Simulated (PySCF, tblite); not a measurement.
**C₆H₁₄N₂Si: infrared bands and NMR shifts**

Aim: predict the infrared bands and NMR shifts of C₆H₁₄N₂Si (`[SiH3]NN=C1CCCCC1`).

The runs use tblite 0.8.0 and PySCF 2.14.0, with density-fitted response routines of our own; the level of theory stands in each step. All values are computed, except where a source is named. Atoms are numbered from 0 throughout.

## (1) The molecule as given

23 atoms, charge 0, multiplicity 1; geometry from: GFN2-xTB.

Bonds of the start (Å): Si0–N1 1.73, N1–N2 1.35, N2–C3 1.27, C3–C4 1.50, C4–C5 1.53, C5–C6 1.53, C6–C7 1.53, C7–C8 1.53, C8–C3 1.51, Si0–H9 1.46, Si0–H10 1.46, Si0–H11 1.46, N1–H12 1.02, C4–H13 1.09, C4–H14 1.09, C5–H15 1.09, C5–H16 1.09, C6–H17 1.09, C6–H18 1.09, C7–H19 1.09, C7–H20 1.09, C8–H21 1.09, C8–H22 1.09.

## (2) Harmonic vibrations with GFN2-xTB

What the job is given:

```
{"job": {"kind": "ir", "xc": "GFN2-xTB", "basis": "xTB"}, "charge": 0, "multiplicity": 1}
Si     3.954253     0.378754     0.531849
N      2.389850     0.234720    -0.193224
N      1.380334    -0.308342     0.515167
C      0.206509    -0.475364     0.066485
C     -0.796878    -1.096482     0.994460
C     -2.018755    -0.186917     1.141200
C     -2.612924     0.130401    -0.227570
C     -1.569680     0.796499    -1.118420
C     -0.348658    -0.111409    -1.288751
H      4.754124     0.966370    -0.544589
H      4.446396    -0.943034     0.921139
H      3.886310     1.256660     1.701238
H      2.190268     0.533509    -1.144198
H     -0.325470    -1.271398     1.961320
H     -1.116344    -2.059387     0.584268
H     -2.766124    -0.673865     1.771365
H     -1.717158     0.741615     1.630885
H     -2.954486    -0.794291    -0.699624
H     -3.477110     0.788833    -0.115226
H     -1.999515     1.022159    -2.097580
H     -1.254859     1.739245    -0.663965
H      0.395626     0.388346    -1.913917
H     -0.650462    -1.029640    -1.802236
```

**Question.** This job is followed by: GIAO PBE0/pcSseg-1 NMR shielding, non-relativistic, gas phase. What will the session give for the following? strongest single infrared mode (GFN2-xTB); zero-point energy (GFN2-xTB); ¹³C shifts against TMS (PBE0/pcSseg-1); ¹H shifts against TMS (PBE0/pcSseg-1, means over atoms taken as alike); ²⁹Si shifts against TMS (PBE0/pcSseg-1); ¹⁵N shifts against NH3 (PBE0/pcSseg-1).

As calculated:

| quantity | value |
| --- | --- |
| strongest single infrared mode (GFN2-xTB) | 2240 cm⁻¹, 400 km/mol |
| zero-point energy (GFN2-xTB) | 119.3 kcal/mol |
| ¹³C shifts against TMS (PBE0/pcSseg-1) | 145.8, 42.0, 32.4, 31.0, 30.8, 24.0 ppm |
| ¹H shifts against TMS (PBE0/pcSseg-1, means over atoms taken as alike) | 4.82, 4.58, 2.28, 2.01, 1.65, 1.60, 1.55 ppm |
| ²⁹Si shifts against TMS (PBE0/pcSseg-1) | -58.0 ppm |
| ¹⁵N shifts against NH3 (PBE0/pcSseg-1) | 355.3, 104.8 ppm |

In words: The lowest mode is imaginary (28i cm⁻¹), so the xTB geometry is not a minimum. The strongest single mode, at 2240 cm⁻¹, moves mainly H11 and H10. GFN2-xTB is a fitted tight-binding method: band positions and strengths are rough. Its intensities can rank the bands wrongly. At PBE0/pcSseg-1: The largest span, 545 ppm, is at N2, where the paramagnetic term is -410 ppm.
